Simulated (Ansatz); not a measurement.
# La2Fe2S2O3: the cost of one run

Method: DFT PBE+U (U_eff = 4 eV on Fe 3d), scalar-relativistic, plane waves, PAW, in Ansatz 0.2.0.

## (1) Starting point

Symmetry: I4/mmm, No. 139, tetragonal system. The conventional cell has a = 4.095 Å, b = 4.095 Å, c = 18.098 Å, α = 90.00°, β = 90.00°, γ = 90.00°. La (site symmetry 4mm) has 4 O at 2.38 Å as nearest neighbours. Fe (site symmetry mmm) has 2 O at 2.05 Å and 4 S at 2.67 Å as nearest neighbours. S (site symmetry 4mm) is surrounded by 4 Fe at 2.67 Å. Around O (site symmetry -4m2) lie 4 La at 2.38 Å. O (site symmetry 4/mmm) has 4 Fe at 2.05 Å as nearest neighbours.

Structure file:

```xyz
9
Lattice="-2.0474 2.0474 9.0488 2.0474 -2.0474 9.0488 2.0474 2.0474 -9.0488" Properties=species:S:1:pos:R:3 pbc="T T T"
La    0.0000    0.0000    3.3031
La    0.0000    0.0000   14.7946
Fe    0.0000    2.0474    0.0000
Fe    2.0474    0.0000    0.0000
S     0.0000    0.0000    7.3387
S     0.0000    0.0000   10.7590
O     0.0000    2.0474    4.5244
O     2.0474    0.0000    4.5244
O     0.0000    0.0000    0.0000
```

This cell comes from an earlier session at PBE+U (U_eff = 4 eV on Fe 3d): 16.858 Å³/atom at 0.01 GPa, on a 6×6×6 mesh.

## (2) Antiferromagnetic, propagation vector (1/2, 0, 1/2)

The input, input.yaml:

```yaml
crystal:
  lattice:
    - [2.0473715523, 2.0473715523, -9.0488405705]
    - [2.0473715523, -2.0473715523, -9.0488405705]
    - [-8.1894862092, 0.0, 0.0]
  atoms:
    - { symbol: La, position: [-0.1825158412, -0.1825158412, -0.0912579206] }
    - { symbol: La, position: [-0.8174841588, -0.8174841588, -0.4087420794] }
    - { symbol: Fe, position: [0.5, -0.5, 0.0], spin: 4.0 }
    - { symbol: Fe, position: [0.0, 0.0, -0.25], spin: 4.0 }
    - { symbol: S, position: [-0.4055041953, -0.4055041953, -0.2027520976] }
    - { symbol: S, position: [-0.5944958047, -0.5944958047, -0.2972479023] }
    - { symbol: O, position: [0.25, -0.75, -0.125] }
    - { symbol: O, position: [-0.25, -0.25, -0.375] }
    - { symbol: O, position: [0.0, 0.0, 0.0] }
    - { symbol: La, position: [-0.1825158412, -0.1825158412, 0.4087420794] }
    - { symbol: La, position: [-0.8174841588, -0.8174841588, 0.0912579206] }
    - { symbol: Fe, position: [0.5, -0.5, 0.5], spin: -4.0 }
    - { symbol: Fe, position: [0.0, 0.0, 0.25], spin: -4.0 }
    - { symbol: S, position: [-0.4055041953, -0.4055041953, 0.2972479024] }
    - { symbol: S, position: [-0.5944958047, -0.5944958047, 0.2027520977] }
    - { symbol: O, position: [0.25, -0.75, 0.375] }
    - { symbol: O, position: [-0.25, -0.25, 0.125] }
    - { symbol: O, position: [0.0, 0.0, 0.5] }
basis:
  ecutwfc: 420
  ecutrho_ratio: 4
kpoints:
  mp_grid: { grid: [4, 4, 2] }
hamiltonian:
  xc: pbe
  hubbard: { sites: [{ species: Fe, l: d, u_eff: 4.0 }] }
scf:
  occupations: { method: gaussian, width: 0.05 }
output:
  forces: true
  stress: true
  eigenvalues: true
  populations: true
  hubbard: { sites: [{ species: La, l: f }, { species: Fe, l: d }] }
magnetization:
  spin_polarized: true
```

Started as:

```bash
ansatz run input.yaml --threads 8 --pin off --max-ram 22528MiB --backend cpu --events-out ev --progress --plain --runs-dir out
```

**Question.** How long does this run take on 8 threads of Arm Neoverse V1, shared host, and how much memory does it need?

About 2.1 min, with a peak of 3.9 GiB.
